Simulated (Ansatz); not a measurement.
# CH₄Ge (singlet): geometry optimisation

Where does this start of CH₄Ge (singlet) end when it is relaxed?

Method: RKS PBE0/def2-TZVP; program: Ansatz 0.2.0, Gaussian basis.

## Step 1: The starting structure

6 atoms, charge 0, spin multiplicity 1.

Atoms are counted from 1 here; the program's logs count them from 0.

Bond lengths: Ge1–C2 2.021 Å, Ge1–H3 1.632 Å, C2–H4 1.091 Å, C2–H5 1.090 Å, C2–H6 1.090 Å. Angles: C2–Ge1–H3 91.8°, Ge1–C2–H4 112.1°, Ge1–C2–H5 110.4°, Ge1–C2–H6 110.4°, H4–C2–H5 108.1°, H4–C2–H6 108.1°, H5–C2–H6 107.5°.

The start was built by rule and, where that kept it together, relaxed with GFN2-xTB. Sticks and bond lists go by distance. No spin-orbit coupling is included. 

## Step 2: The run

in.yaml

```yaml
crystal:
  periodic: [false, false, false]
  atoms:
    - {symbol: Ge, position_ang: [-0.349116, -0.068480, 0.000395]}
    - {symbol: C, position_ang: [1.651586, 0.214756, -0.001406]}
    - {symbol: H, position_ang: [-0.629691, 1.538852, -0.006330]}
    - {symbol: H, position_ang: [2.199378, -0.728516, 0.002425]}
    - {symbol: H, position_ang: [1.955208, 0.786614, 0.875028]}
    - {symbol: H, position_ang: [1.954680, 0.779167, -0.882836]}
basis:
  gaussian: {orbitals: def2-TZVP}
hamiltonian: {xc: pbe0}
relax: {f_tol: 0.004, max_steps: 80}
```

The run is started by

```sh
$ ansatz run in.yaml --threads 1 --pin off --events-out ev --progress --plain --max-ram 1740MiB
```

**Question.** What will these runs give? Wanted: energy gained; shift from the start; total energy; dipole moment.

The runs gave:

```
                  quantity           value
                     steps               5
             energy gained        0.018 eV
shift from the start (rms)         0.019 Å
              total energy  -57611.0449 eV
             dipole moment          0.77 D
```

What this shows: The bonds of the start are those of the end. Ge1–H3 went from 1.632 to 1.601 Å. No vibrations were run, so this is a stationary point, not a proven minimum, and this spin need not be the ground state's.
